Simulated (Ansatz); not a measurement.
# AlH₄NSe, SMILES [NH2][AlH][SeH]: the energy of protonation at one site

With the Ansatz DFT code, driven from Python.

The cells in order, each with its output:

**Cell 1**
```python
import ansatz as az
import numpy as np
```

**Cell 2**
```python
GEOMETRY = """
N    -1.17080    0.65240   -0.71940
Al   -0.24250   -0.10540    0.69920
Se    1.55330   -1.58600    0.20430
H    -1.51570   -0.07360   -1.32010
H    -0.52560    1.20860   -1.33500
H    -0.62870    0.23670    2.21320
H     2.59120   -0.40080    0.21220
"""
```

**Cell 3**
```python
system = az.Crystal.molecule()
for line in GEOMETRY.strip().splitlines():
    symbol, *xyz = line.split()
    system = system.atom(symbol, [float(v) for v in xyz])
```

**Cell 4**
```python
model = (
    system.calculation()
    .basis(gaussian="def2-SVP")
    .functional("hf")
)
symbols = [site.symbol for site in system.cartesian_sites]
start = np.array([site.position_ang for site in system.cartesian_sites], dtype=float)
report = model.relax(force_tolerance=0.01, max_steps=100).run(threads=1).report
end = np.array(report["positions_ang"])
```

**Cell 5**
```python
# put the proton on the side away from the neighbours, slightly off axis
away = sum((end[0] - end[j]) / np.linalg.norm(end[0] - end[j]) for j in [1, 3, 4]) + np.array([0.15, 0.1, -0.2])
proton = end[0] + 1.0 * away / np.linalg.norm(away)
acid = az.Crystal.molecule()
for symbol, place in zip(symbols, end):
    acid = acid.atom(symbol, place.tolist())
acid = acid.atom("H", proton.tolist())
protonated = (
    acid.calculation()
    .basis(gaussian="def2-SVP")
    .functional("hf")
    .charge(1)
    .relax(force_tolerance=0.01, max_steps=80)
)
after = protonated.run(threads=1).report
xyz = np.array(after["positions_ang"])
reach = np.linalg.norm(xyz[:-1] - xyz[-1], axis=1)
print(f"base {report['free_energy_ev']:.5f} eV, protonated {after['free_energy_ev']:.5f} eV")
print(f"the proton ends {reach.min():.3f} A from {symbols[reach.argmin()]}{reach.argmin()}")
print(f"electronic proton affinity {96.485332 * (report['free_energy_ev'] - after['free_energy_ev']):.1f} kJ/mol")
```
Output:
```text
base -73421.91297 eV, protonated -73431.52605 eV
the proton ends 1.016 A from N0
electronic proton affinity 927.5 kJ/mol
```

Reading the output:
- Total energies depend on the basis set; only differences at equal settings carry meaning.
- The proton is put on one chosen atom, which needn't be the most basic site, so the molecule's proton affinity can be higher; the ends are stationary points, not checked by frequencies, and zero-point and thermal terms count only where printed.
- Hartree-Fock leaves correlation out, so bond, atomisation and ionisation energies come out well too low.
- The whole script took 81 s on 1 thread of Arm Neoverse V1, with other jobs on the host, peak memory 0.25 GiB.
